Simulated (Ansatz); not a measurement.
Crystal: NaLaMnMoO6.

```
CELL_PARAMETERS angstrom
5.10934 -0.00669 0.01056
-0.23945 5.68925 0.00703
-0.92899 -2.82542 5.11884
ATOMIC_POSITIONS crystal
Na 0.40776 0.38086 0.07519
La 0.03690 0.66325 0.68598
Mn 0.44271 0.04268 0.40638
Mo 0.90251 0.96387 0.30442
O 0.73627 0.69569 0.99417
O 0.72288 0.91846 0.55299
O 0.70112 0.27368 0.37292
O 0.19224 0.75325 0.36660
O 0.17926 0.03365 0.11672
O 0.20034 0.27462 0.63197
```

The cell was built by a generator and needn't be a form met in nature.

Base run:

```yaml
Program: Ansatz 0.2.0
Functional: PBE
Potentials_or_basis: Ansatz PAW
Cutoff: "420 eV (not typed: the program's choice for these potentials)"
k_mesh: 6 × 6 × 5
Occupations: fermi-dirac, width 0.05 eV
Spin: collinear spin, ferromagnetic start
Starting_moments: "[0.0, 0.0, 4.0, 1.0, 0.0, 0.0, 0.0, 0.0, 0.0, 0.0] μB"
Hubbard_terms: La f U = 2 eV, Mn d U = 2 eV, Mo d U = 2 eV
```

Its results: band gap on the k mesh 1.29 eV, indirect (least direct gap 1.46 eV); pressure 1.8 GPa; net moment 3.00 μB per cell; site moments Na +0.00; La +0.01; Mn +2.94; Mo -0.29; O +0.03, -0.02, -0.01, +0.08 μB; largest force 0.678 eV/Å.

The run is repeated on the same cell with these changes: functional from PBE to revPBE; hubbard terms from La f U = 2 eV, Mn d U = 2 eV, Mo d U = 2 eV to none; hubbard projectors from ortho-atomic (the default) to none. What comes out?

Band gap on the k mesh 0.87 eV, indirect (least direct gap 1.12 eV); pressure 2.5 GPa; net moment 3.00 μB per cell; site moments Na +0.00; La +0.01; Mn +2.67; Mo -0.17; O +0.02, +0.00, -0.00, +0.01, +0.07 μB; largest force 0.145 eV/Å.

Several settings changed at once, so the effect can't be laid on one alone.

Caveats: spin-orbit coupling is left out, which moves the levels of the heavy elements; a cell with one magnetic atom can't hold antiferromagnetic order, which such compounds often take; the starting moments weren't kept; the magnetic or orbital state may not be the lowest (some runs); odd divisions of the mesh miss points on the zone boundary, where band edges often lie, so the gap on the mesh can be too wide (some runs); the PAW data sets come from PBE, with cores solved anew for the run's functional, which leaves a small shift of forces and pressure (some runs).
